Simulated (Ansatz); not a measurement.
# CH2Ga (doublet): the correlation ladder, cc-pVTZ

An exercise on one series of results from a longer session: the logs are not shown, and one member is left open.

Method: cc-pVTZ, core rule «outside noble gas», up to 15 orbitals frozen; program: Ansatz 0.2.0, Gaussian basis.

The runs, in order: UHF; CCSD(T) on ROHF; CCSD(T) on UHF; BCCD(T) on ROHF; CCSDT(Q) on ROHF; CCSDT(Q) on UHF; CASSCF and MRCISD+Q, 9 electrons in 10 orbitals; CASSCF and NEVPT2, 9 electrons in 10 orbitals.

7 further runs of the same task are left out: 5 for a known fault of the program, 2 set aside as unsound or not needed.

## What is computed

The geometry is a PBE0/def2-TZVP stationary point (not a proven minimum). No spin-orbit coupling is included. The filled d shell of Ga may be among the frozen orbitals whatever the setting's name suggests; the logs give the count.

4 atoms, charge 0, spin multiplicity 2.

Atoms are counted from 1 here; the program's logs count them from 0.

Bond lengths: C1–Ga2 1.974 Å, Ga2–H3 1.564 Å, Ga2–H4 1.566 Å. Angles: C1–Ga2–H3 118.1°, C1–Ga2–H4 117.3°, H3–Ga2–H4 124.6°.

Set-up of the first run:

The input, in.yaml:

```yaml
crystal:
  periodic: [false, false, false]
  atoms:
    - {symbol: C, position_ang: [0.000000, 0.001437, 1.708594]}
    - {symbol: Ga, position_ang: [0.000000, -0.000051, -0.265616]}
    - {symbol: H, position_ang: [0.000000, 1.379029, -1.003372]}
    - {symbol: H, position_ang: [0.000000, -1.392627, -0.982695]}
basis:
  gaussian: {orbitals: cc-pVTZ}
magnetization: {spin_polarized: true, initial_magnetization: 1}
hamiltonian: {xc: hf}
output: {orbitals: {seedname: orbitals}}
```

Launch:

```sh
$ ansatz run in.yaml --threads 1 --pin off --events-out ev --progress --plain --max-ram 2816MiB --backend cpu
```

Steps of the session up to this table: UHF; CCSD(T) on ROHF; CCSD(T) on UHF; BCCD(T) on ROHF; CCSDT(Q) on ROHF; CCSDT(Q) on UHF; CASSCF and MRCISD+Q, 9 electrons in 10 orbitals; CASSCF and NEVPT2, 9 electrons in 10 orbitals.

One of the session's tables, all rows but one given; the rest of the session is left out.

It belongs to the step «Misses and costs». 

```
          method  from UCCSDT(Q) (kcal/mol)
            ROHF                    +139.13
             UHF                    +126.11
            RMP2                     +29.73
            UMP2                     +28.75
           RCCSD                          ?
           UCCSD                      +3.92
        RCCSD(T)                      +1.19
        UCCSD(T)                      -0.71
         BCCD(T)                      +1.18
          RCCSDT                      +0.23
          UCCSDT                      +0.38
       RCCSDT(Q)                      +0.02
       UCCSDT(Q)                          0
  CASSCF valence                     +87.18
  NEVPT2 valence                     +21.38
  MRCISD valence                      +5.37
MRCISD+Q valence                      +0.30
```

Estimate the missing values for RCCSD.

**Answer.** from UCCSDT(Q) (kcal/mol): +5.55. In the column «from UCCSDT(Q) (kcal/mol)» it lies between MRCISD valence (+5.37) and NEVPT2 valence (+21.38).

The program flags UCCSD(T) as in doubt (see the logs), so those rows may rest on another solution; read them beside their warnings.

To keep in mind: The determinant is far from a pure spin state, so its energy mixes those of several spin states (harmless only where they are near-degenerate, as at dissociation). The program flags UCCSD(T) as in doubt, so those rows may rest on another solution; read them beside their warnings. Restricted and unrestricted rows rest on different reference determinants; where their highest levels disagree by more than a few hundredths of an eV, they describe different states and don't form one ladder.
